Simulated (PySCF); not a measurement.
# Cs2F2 (Cs2(F)2): the cost of one run

Computed with PySCF 2.14.0. Level: PBE0, Cs def2-SVP with ECP46, F def2-SVP; scalar-relativistic core potentials, no spin–orbit coupling.

1 further run of the same task is left out (for a known fault of the program).

### Step 1. The system as given

4 atoms, charge 0, spin multiplicity 1.

Bond lengths: Cs1–F3 2.605 Å, Cs1–F4 2.605 Å, Cs2–F3 2.605 Å, Cs2–F4 2.605 Å. Angles: F3–Cs1–F4 77.3°, F3–Cs2–F4 77.3°, Cs1–F3–Cs2 102.7°, Cs1–F4–Cs2 102.7°.

Coordinates:

```xyz
4
charge 0, multiplicity 1
Cs    0.0000    0.0000    2.0347
Cs    0.0000    0.0000   -2.0347
F     1.6273    0.0000    0.0000
F    -1.6273    0.0000    0.0000
```

Formal oxidation states: Cs +1. An earlier session relaxed this geometry at PBE0, Cs def2-SVP with ECP46, F def2-SVP (singlet, point group D2h).

Its energy there is -239.795336 Eh.

### Step 2. Multiplicity 3 at the relaxed geometry

File run.py (the lines that set the calculation):

```python
mol = gto.M(atom='''
Cs     0.00000     0.00000     2.03471
Cs     0.00000     0.00000    -2.03471
F      1.62733     0.00000     0.00000
F     -1.62733     0.00000     0.00000''',
    basis={'Cs': 'def2-SVP', 'F': 'def2-SVP'},
    ecp={'Cs': 'def2-SVP'},
    charge=0, spin=2)
mf = dft.UKS(mol, xc='PBE0')
mf.grids.atom_grid = (50, 194)
mf = mf.density_fit()  # fitting sets: Cs def2-universal-JKFIT, F def2-universal-JKFIT
mf.conv_tol = 1e-08; mf.max_cycle = 55
mf.kernel(dm0)  # dm0: free metal ions and neutral atoms
```

On the command line:

```
OMP_NUM_THREADS=2 python run.py
```

**Question.** How long does this run take on 2 threads of Intel Xeon Platinum 8488C (Sapphire Rapids), shared host?

About 2 s.
